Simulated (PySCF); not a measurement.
**Pb(CH3)2Cl2: other functionals and bases at one geometry**

How far do other levels of theory move the description of Pb(CH3)2Cl2, and what does each cost? The structure is generated, not taken from experiment.

Program: PySCF 2.14.0. Level of theory: several levels, as the steps say, no spin–orbit coupling. These are calculated values, not measurements.

3 further runs of the same task are left out: 2 for a known fault of the program, 1 that didn't finish.

### 1 Where the work starts

11 atoms, charge 0, spin multiplicity 1.

Bond lengths: Pb1–C2 2.245 Å, Pb1–C6 2.245 Å, Pb1–Cl10 2.484 Å, Pb1–Cl11 2.484 Å, C2–H3 1.097 Å, C2–H4 1.097 Å, C2–H5 1.097 Å, C6–H7 1.097 Å, C6–H8 1.097 Å, C6–H9 1.097 Å. Angles: C2–Pb1–C6 138.9°, C2–Pb1–Cl10 101.3°, C2–Pb1–Cl11 102.7°, C6–Pb1–Cl10 102.7°, C6–Pb1–Cl11 101.3°, Cl10–Pb1–Cl11 107.2°, Pb1–C2–H3 104.8°, Pb1–C2–H4 110.2°, Pb1–C2–H5 105.2°, H3–C2–H4 112.0°, H3–C2–H5 111.9°, H4–C2–H5 112.3°, Pb1–C6–H7 104.8°, Pb1–C6–H8 110.2°, Pb1–C6–H9 105.2°, H7–C6–H8 112.0°, H7–C6–H9 111.9°, H8–C6–H9 112.3°.

Coordinates:

```
atom    x (Å)    y (Å)    z (Å)
 Pb1   0.0000   0.0000   0.2663
  C2   1.5254   1.4472   1.0541
  H3   1.3171   2.3872   0.5279
  H4   1.4220   1.5525   2.1412
  H5   2.4965   1.0249   0.7672
  C6  -1.5254  -1.4472   1.0541
  H7  -1.3171  -2.3872   0.5279
  H8  -1.4220  -1.5525   2.1412
  H9  -2.4965  -1.0249   0.7672
Cl10   1.3994  -1.4282  -1.2067
Cl11  -1.3994   1.4282  -1.2067
```

Formal oxidation states: Pb +4. An earlier session relaxed this geometry at B3LYP, Pb def2-SVP with ECP60, C def2-SVP, H def2-SVP, Cl def2-SVP (singlet, point group C2).

At B3LYP on the finer grid: E = -1192.890569 Eh, HOMO -7.60 eV, LUMO -2.26 eV, Mulliken charge on Pb1 +0.63 e, largest force component 0.075 eV/Å. 

Levels to run: CAM-B3LYP; PBE; BLYP; PBE0; B3LYP, TZVP; B3LYP, x2c-SVP. Hardware: 2 threads of AMD EPYC 7B13 (Zen 3), shared host.

### 2 CAM-B3LYP

Input file run.py (the lines that set the calculation):

```python
mol = gto.M(atom='''
Pb     0.00000     0.00000     0.26633
C      1.52536     1.44724     1.05409
H      1.31713     2.38718     0.52788
H      1.42202     1.55247     2.14115
H      2.49652     1.02493     0.76719
C     -1.52536    -1.44724     1.05409
H     -1.31713    -2.38718     0.52788
H     -1.42202    -1.55247     2.14115
H     -2.49652    -1.02493     0.76719
Cl     1.39943    -1.42823    -1.20669
Cl    -1.39943     1.42823    -1.20669''',
    basis={'Pb': 'def2-SVP', 'C': 'def2-SVP', 'H': 'def2-SVP', 'Cl': 'def2-SVP'},
    ecp={'Pb': 'def2-SVP'},
    charge=0, spin=0)
mf = dft.RKS(mol, xc='CAMB3LYP')
mf.grids.atom_grid = (75, 302)
mf = mf.density_fit()  # fitting sets: Pb def2-universal-JKFIT, C def2-universal-JKFIT, H def2-universal-JKFIT, Cl def2-universal-JKFIT
mf.conv_tol = 1e-08; mf.max_cycle = 55
mf.kernel(dm0)  # dm0: the density of the relaxed state
```

Run with:

```sh
> OMP_NUM_THREADS=2 python run.py
```

### 3 PBE

run.py (the lines that set the calculation), as its differences from that of step 2:

```diff
@@ -15,3 +15,3 @@
     charge=0, spin=0)
-mf = dft.RKS(mol, xc='CAMB3LYP')
+mf = dft.RKS(mol, xc='PBE')
 mf.grids.atom_grid = (75, 302)
```

### 4 BLYP

run.py (the lines that set the calculation), as its differences from that of step 3:

```diff
@@ -15,3 +15,3 @@
     charge=0, spin=0)
-mf = dft.RKS(mol, xc='PBE')
+mf = dft.RKS(mol, xc='BLYP')
 mf.grids.atom_grid = (75, 302)
```

### 5 PBE0

run.py (the lines that set the calculation), as its differences from that of step 4:

```diff
@@ -15,3 +15,3 @@
     charge=0, spin=0)
-mf = dft.RKS(mol, xc='BLYP')
+mf = dft.RKS(mol, xc='PBE0')
 mf.grids.atom_grid = (75, 302)
```

### 6 B3LYP, TZVP

Basis: Pb def2-TZVP with ECP60, C def2-TZVP, H def2-TZVP, Cl def2-TZVP. 

run.py (the lines that set the calculation), as its differences from that of step 5:

```diff
@@ -12,6 +12,6 @@
 Cl    -1.39943     1.42823    -1.20669''',
-    basis={'Pb': 'def2-SVP', 'C': 'def2-SVP', 'H': 'def2-SVP', 'Cl': 'def2-SVP'},
-    ecp={'Pb': 'def2-SVP'},
+    basis={'Pb': 'def2-TZVP', 'C': 'def2-TZVP', 'H': 'def2-TZVP', 'Cl': 'def2-TZVP'},
+    ecp={'Pb': 'def2-TZVP'},
     charge=0, spin=0)
-mf = dft.RKS(mol, xc='PBE0')
+mf = dft.RKS(mol, xc='B3LYP')
 mf.grids.atom_grid = (75, 302)
@@ -19,2 +19,2 @@
 mf.conv_tol = 1e-08; mf.max_cycle = 55
-mf.kernel(dm0)  # dm0: the density of the relaxed state
+mf.kernel(dm0)  # dm0: free metal ions and neutral atoms
```

### 7 B3LYP, x2c-SVP

Basis: Pb x2c-SVPall, C x2c-SVPall, H x2c-SVPall, Cl x2c-SVPall. All electrons are treated, with the spin-free X2C Hamiltonian.

Input file run.py (the lines that set the calculation):

```python
mol = gto.M(atom='''
Pb     0.00000     0.00000     0.26633
C      1.52536     1.44724     1.05409
H      1.31713     2.38718     0.52788
H      1.42202     1.55247     2.14115
H      2.49652     1.02493     0.76719
C     -1.52536    -1.44724     1.05409
H     -1.31713    -2.38718     0.52788
H     -1.42202    -1.55247     2.14115
H     -2.49652    -1.02493     0.76719
Cl     1.39943    -1.42823    -1.20669
Cl    -1.39943     1.42823    -1.20669''',
    basis={'Pb': 'x2c-SVPall', 'C': 'x2c-SVPall', 'H': 'x2c-SVPall', 'Cl': 'x2c-SVPall'},
    nucmod='G',
    charge=0, spin=0)
mf = dft.RKS(mol, xc='B3LYP')
mf.grids.atom_grid = (99, 590)
mf = mf.density_fit()  # fitting sets: Pb AutoAux, C AutoAux, H AutoAux, Cl AutoAux
mf = mf.sfx2c1e()
mf.conv_tol = 1e-08; mf.max_cycle = 55
mf.kernel(dm0)  # dm0: free metal ions and neutral atoms
```

What does the calculation give? Wanted: for each run, HOMO; gap; charge on Pb1; dipole; largest force.

**Answer**, as computed:

| level | state | HOMO (eV) | gap (eV) | charge on Pb1 (e) | dipole (D) | largest force (eV/Å) | basis functions | time |
| --- | --- | --- | --- | --- | --- | --- | --- | --- |
| B3LYP (relaxed here) | singlet | -7.60 | 5.34 | 0.63 | 4.92 | 0.07 | 120 | 21 s |
| CAM-B3LYP | singlet | -9.17 | 8.15 | 0.63 | 5.04 | 0.28 | 120 | 9.4 s |
| PBE | singlet | -6.59 | 3.71 | 0.57 | 4.75 | 0.25 | 120 | 8.5 s |
| BLYP | singlet | -6.35 | 3.63 | 0.53 | 4.65 | 0.25 | 120 | 8.2 s |
| PBE0 | singlet | -7.94 | 5.85 | 0.69 | 5.07 | 0.21 | 120 | 6.8 s |
| B3LYP, TZVP | singlet | -7.87 | 5.31 | 0.96 | 5.16 | 0.37 | 222 | 21 s |
| B3LYP, x2c-SVP | singlet | -7.59 | 5.30 | 0.71 | 4.89 | 0.39 | 156 | 44 s |

Times are on 2 threads of AMD EPYC 7B13 (Zen 3), shared host; the first row also made further properties.

In one basis the HOMO–LUMO gap runs from 3.63 eV (BLYP) to 8.15 eV (CAM-B3LYP). The largest leftover force, 0.39 eV/Å with B3LYP, x2c-SVP, stands at a geometry relaxed at another level. The Mulliken charge on Pb spans +0.53 to +0.96 e over the levels. Total energies of different levels can't be compared. Spin–orbit coupling is left out throughout.
